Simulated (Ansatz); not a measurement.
# CH8ClNSi: the cost of one run

Program: Ansatz 0.2.0. Level of theory: RHF/def2-SVP. These are calculated values, not measurements.

**1. The structure to begin with**

Bond lengths: Si1–C2 2.179 Å, Si1–H3 1.454 Å, Si1–H4 1.481 Å, Si1–N5 1.709 Å, Si1–Cl7 2.495 Å, C2–H8 1.080 Å, C2–H9 1.080 Å, C2–H10 1.096 Å, N5–H11 1.005 Å, N5–H12 1.006 Å. Angles (14 of 19 angles, heavy atoms first): C2–Si1–N5 111.6°, C2–Si1–Cl7 83.4°, N5–Si1–Cl7 84.4°, Si1–C2–H8 92.8°, Si1–C2–H9 94.7°, Si1–C2–H10 144.6°, C2–Si1–H3 110.8°, C2–Si1–H4 88.9°, H3–Si1–N5 132.9°, H3–Si1–Cl7 81.0°, H4–Si1–N5 97.1°, H4–Si1–Cl7 172.1°, Si1–N5–H11 120.8°, Si1–N5–H12 121.0°.

As a file:

```xyz
12

Si   -0.2739   -0.3193   -0.6997
C     0.8182   -0.5829    1.1674
H    -1.1939   -1.4240   -0.9206
H     0.9411   -0.7382   -1.4355
N    -0.2733    1.3136   -1.2040
H    -0.4729   -0.0697    1.2007
Cl   -2.1196    0.4020    0.8157
H     0.9984   -1.6304    0.9754
H     1.6567    0.0270    0.8666
H     0.7579   -0.4947    2.2577
H     0.2006    1.5915   -2.0453
H    -1.0393    1.9252   -0.9784
```

**2. Pulling towards end A**

Springs on the bonds that form and break draw the guess towards this end; the thresholds are loose.

Contents of input.yaml:

```yaml
crystal:
  periodic: [false, false, false]
  atoms:
    - { symbol: Si, position_ang: [-0.2739, -0.3193, -0.6997] }
    - { symbol: C, position_ang: [0.8182, -0.5829, 1.1674] }
    - { symbol: H, position_ang: [-1.1939, -1.424, -0.9206] }
    - { symbol: H, position_ang: [0.9411, -0.7382, -1.4355] }
    - { symbol: "N", position_ang: [-0.2733, 1.3136, -1.204] }
    - { symbol: H, position_ang: [-0.4729, -0.0697, 1.2007] }
    - { symbol: Cl, position_ang: [-2.1196, 0.402, 0.8157] }
    - { symbol: H, position_ang: [0.9984, -1.6304, 0.9754] }
    - { symbol: H, position_ang: [1.6567, 0.027, 0.8666] }
    - { symbol: H, position_ang: [0.7579, -0.4947, 2.2577] }
    - { symbol: H, position_ang: [0.2006, 1.5915, -2.0453] }
    - { symbol: H, position_ang: [-1.0393, 1.9252, -0.9784] }
basis:
  gaussian: { orbitals: def2-SVP }
hamiltonian:
  xc: hf
relax:
  f_tol: 0.15
  max_steps: 25
  restrain:
    - { distance: [0, 6], at: 3.43, k: 30.0 }
    - { distance: [5, 1], at: 2.37, k: 30.0 }
    - { distance: [0, 1], at: 1.87, k: 30.0 }
    - { distance: [5, 6], at: 1.33, k: 30.0 }
```

The run is started by

```console
$ ansatz run input.yaml --threads 2 --pin off --max-ram 3072MiB --backend cpu --events-out ev --progress --plain --runs-dir out
```

**Question.** How long does this run take on 2 threads of AMD EPYC 7B13 (Zen 3), shared host, and how much memory does it need?

About 22 s, with a peak of 0.22 GiB.
